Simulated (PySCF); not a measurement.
**[Ce(H2O)4]3+: other functionals and bases at one geometry**

An exercise on one series of results from a longer session: the logs are not shown, and one member is left open.

The runs use PySCF 2.14.0; several levels, as the steps say, no spin–orbit coupling.

1 further run of the same task is left out (for a known fault of the program).

### Starting geometry

13 atoms, charge 3, spin multiplicity 1.

Bond lengths: Ce1–O2 2.411 Å, Ce1–O5 2.411 Å, Ce1–O8 2.411 Å, Ce1–O11 2.411 Å, O2–H3 0.982 Å, O2–H4 0.983 Å, O5–H6 0.983 Å, O5–H7 0.983 Å, O8–H9 0.983 Å, O8–H10 0.982 Å, O11–H12 0.983 Å, O11–H13 0.983 Å. Angles: O2–Ce1–O5 111.1°, O2–Ce1–O8 106.3°, O2–Ce1–O11 111.1°, O5–Ce1–O8 111.1°, O5–Ce1–O11 106.3°, O8–Ce1–O11 111.1°, Ce1–O2–H3 128.3°, Ce1–O2–H4 128.5°, H3–O2–H4 103.2°, Ce1–O5–H6 128.6°, Ce1–O5–H7 128.3°, H6–O5–H7 103.2°, Ce1–O8–H9 128.5°, Ce1–O8–H10 128.3°, H9–O8–H10 103.2°, Ce1–O11–H12 128.3°, Ce1–O11–H13 128.6°, H12–O11–H13 103.2°.

Geometry (Å):

```xyz
13
CeH8O4
Ce    0.00007    0.00000    0.00000
O     1.44626    1.39395    1.33284
H     2.24128    1.13090    1.84656
H     1.39114    2.36319    1.48657
O    -1.44595   -1.33297    1.39400
H    -1.39127   -1.48635    2.36311
H    -2.24150   -1.84628    1.13082
O     1.44626   -1.39395   -1.33284
H     1.39114   -2.36319   -1.48657
H     2.24128   -1.13090   -1.84656
O    -1.44595    1.33297   -1.39400
H    -2.24150    1.84628   -1.13082
H    -1.39127    1.48635   -2.36311
```

Formal oxidation states: Ce +3. Each metal's 1 4f electrons lie in its core potential, so multiplicities, spins and levels count the valence alone. An earlier session relaxed this geometry at PBE0, Ce lcecp-1-SVP with ECP47, O def2-SVP, H def2-SVP (singlet, point group S4).

At PBE0 on the finer grid: E = -336.444178 Eh, HOMO -23.80 eV, LUMO -15.16 eV, Mulliken charge on Ce1 +1.87 e, largest force component 0.012 eV/Å. 

Levels to run: BP86; revPBE; PBE0, TZVP. Hardware: 2 threads of Arm Neoverse V1, shared host.

The first run:

The input, run.py (the lines that set the calculation):

```python
mol = gto.M(atom='''
Ce     0.00007     0.00000     0.00000
O      1.44626     1.39395     1.33284
H      2.24128     1.13090     1.84656
H      1.39114     2.36319     1.48657
O     -1.44595    -1.33297     1.39400
H     -1.39127    -1.48635     2.36311
H     -2.24150    -1.84628     1.13082
O      1.44626    -1.39395    -1.33284
H      1.39114    -2.36319    -1.48657
H      2.24128    -1.13090    -1.84656
O     -1.44595     1.33297    -1.39400
H     -2.24150     1.84628    -1.13082
H     -1.39127     1.48635    -2.36311''',
    basis={'Ce': 'lcecp-1-SVP', 'O': 'def2-SVP', 'H': 'def2-SVP'},
    ecp={'Ce': 'lcecp-1-SVP'},
    charge=3, spin=0)
mf = dft.RKS(mol, xc='B88,P86')
mf.grids.atom_grid = (75, 302)  # f atoms: unpruned, at least (60, 302)
mf = mf.density_fit()  # fitting sets: Ce AutoAux, O def2-universal-JKFIT, H def2-universal-JKFIT
mf.conv_tol = 1e-08; mf.max_cycle = 55
mf.kernel(dm0)  # dm0: the density of the relaxed state
```

On the command line:

```console
OMP_NUM_THREADS=2 python run.py
```

Among the steps run: BP86; revPBE; PBE0, TZVP.

One of the session's tables, all rows but one given; the rest of the session is left out.

| level | HOMO (eV) | gap (eV) | charge on Ce1 (e) | largest force component (eV/Å) |
| --- | --- | --- | --- | --- |
| PBE0 (relaxed here) | -23.80 | 8.64 | 1.87 | 0.01 |
| BP86 | -22.03 | 5.93 | 1.72 | 0.54 |
| revPBE | ? | ? | ? | ? |
| PBE0, TZVP | -23.84 | 8.75 | 2.16 | 0.25 |

Q: Estimate the row for revPBE from the others.

The run gave: HOMO (eV): -21.87; gap (eV): 5.94; charge on Ce1 (e): 1.73; largest force component (eV/Å): 0.46. In the column «HOMO (eV)» it is the highest.

In one basis the HOMO–LUMO gap runs from 5.93 eV (BP86) to 8.64 eV (PBE0). The largest leftover force, 0.54 eV/Å with BP86, stands at a geometry relaxed at another level. With 4f in the core, its levels are missing from HOMO and gap, and its count is fixed, so no charge can pass from the ligands into it. Total energies of different levels can't be compared.
